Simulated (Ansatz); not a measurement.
# SiSF₂ + NH₃: a complex and its separated parts

The complex below is one end of an elementary step. How strongly is it bound against its free parts?

Program: Ansatz 0.2.0, Gaussian basis. Level of theory: PBE0-D4/def2-TZVP structures, single points in def2-TZVPP, no counterpoise correction. These are calculated values, not measurements.

Levels: SPW92, PBE-D4, BLYP-D4, r2SCAN-D4, B97M-V, PBE0-D4, B3LYP-D4, r2SCAN0-D4, BHLYP-D4, CAM-B3LYP-D4, wB97X-V, wB97M-V, B2PLYP, PBE-QIDH, RPA on PBE, Hartree-Fock, MP2, CCSD, CCSD(T).

Cores are frozen in the correlated methods. B3LYP uses VWN-RPA correlation. B2PLYP carries no dispersion term here.

56 further runs of the same task are left out: 56 set aside as unsound or not needed. Runs told in other sessions of the task aren't counted.

### Step 1. Starting geometry

The complex: 8 atoms, charge 0, spin multiplicity 1.

Atoms are counted from 1 here; the program's logs count them from 0.

Bond lengths: Si1–N2 1.933 Å, Si1–S3 1.947 Å, Si1–F5 1.597 Å, Si1–F6 1.597 Å, N2–H4 1.017 Å, N2–H7 1.017 Å, N2–H8 1.017 Å. Angles: N2–Si1–S3 109.0°, N2–Si1–F5 95.0°, N2–Si1–F6 95.0°, S3–Si1–F5 124.0°, S3–Si1–F6 124.0°, F5–Si1–F6 102.2°, Si1–N2–H4 106.4°, Si1–N2–H7 111.7°, Si1–N2–H8 111.7°, H4–N2–H7 109.2°, H4–N2–H8 109.2°, H7–N2–H8 108.7°.

Coordinates:

```
atom    x (Å)    y (Å)    z (Å)
 Si1  -0.9465   0.1450   0.2193
  N2   0.9113  -0.1397  -0.2327
  S3  -1.9815   0.2949  -1.4235
  H4   0.9610  -0.1519  -1.2487
  F5  -0.6640   1.3640   1.2120
  F6  -1.0379  -1.0939   1.2232
  H7   1.2545  -1.0263   0.1289
  H8   1.5031   0.6080   0.1215
```

Its parts: SiSF₂ holds atoms 1, 3, 5, 6; NH₃ holds atoms 2, 4, 7, 8. Each part counts its atoms afresh in its own runs.

### Step 2. Relaxing SiSF₂ alone

Input file relax-a/in.yaml:

```yaml
crystal:
  periodic: [false, false, false]
  atoms:
    - {symbol: Si, position_ang: [-0.946532, 0.144997, 0.219298]}
    - {symbol: S, position_ang: [-1.981459, 0.294886, -1.423481]}
    - {symbol: F, position_ang: [-0.664046, 1.363951, 1.211955]}
    - {symbol: F, position_ang: [-1.037906, -1.093872, 1.223227]}
basis:
  gaussian: {orbitals: def2-TZVP}
hamiltonian: {xc: pbe0, dispersion: d4}
relax: {f_tol: 0.005, max_steps: 200}
```

Started as:

```sh
ansatz run in.yaml --threads 4 --pin off --events-out ev --progress --plain --max-ram 9574MiB
```

After this run come: Relaxing NH₃ alone; SPW92/def2-TZVPP; PBE-D4/def2-TZVPP; BLYP-D4/def2-TZVPP; r2SCAN-D4/def2-TZVPP; B97M-V/def2-TZVPP; PBE0-D4/def2-TZVPP; B3LYP-D4/def2-TZVPP; r2SCAN0-D4/def2-TZVPP; BHLYP-D4/def2-TZVPP; CAM-B3LYP-D4/def2-TZVPP; wB97X-V/def2-TZVPP; wB97M-V/def2-TZVPP; B2PLYP/def2-TZVPP; PBE-QIDH/def2-TZVPP; RPA on PBE/def2-TZVPP; CCSD(T)/def2-TZVPP; Vibrations of SiSF₂; Vibrations of NH₃.

Q: Predict the outcome of this session. Wanted: complex less parts, CCSD(T)/def2-TZVPP; with zero-point energy; largest T1 diagnostic.

**Answer**, as computed:

```
                              quantity          value
complex less parts, CCSD(T)/def2-TZVPP  -159.5 kJ/mol
                with zero-point energy  -145.4 kJ/mol
                 largest T1 diagnostic          0.014
```

In words: At CCSD(T) the complex lies 159.5 kJ/mol below its parts. Among the functionals B97M-V lands nearest to CCSD(T) (0.0 kJ/mol) and SPW92 farthest (-31.7 kJ/mol). Mean unsigned error by rung: LDA 31.7, GGA 7.6, meta-GGA 4.3, hybrid 10.9, range-separated hybrid 8.1, double hybrid 10.5 kJ/mol. The double hybrids carry no dispersion term here, unlike the levels marked D4 or V. PBE-D4 gives a relative energy 0.8 kJ/mol too high, inside chemical accuracy (1 kcal/mol, 4.2 kJ/mol). The complex's frequency run has imaginary modes: the structure is no minimum, so both the energy and the zero-point correction are in doubt. No counterpoise was applied, and triple zeta lacks some correlation, so the CCSD(T) reference has a basis error of its own, and close matches with it are partly luck.
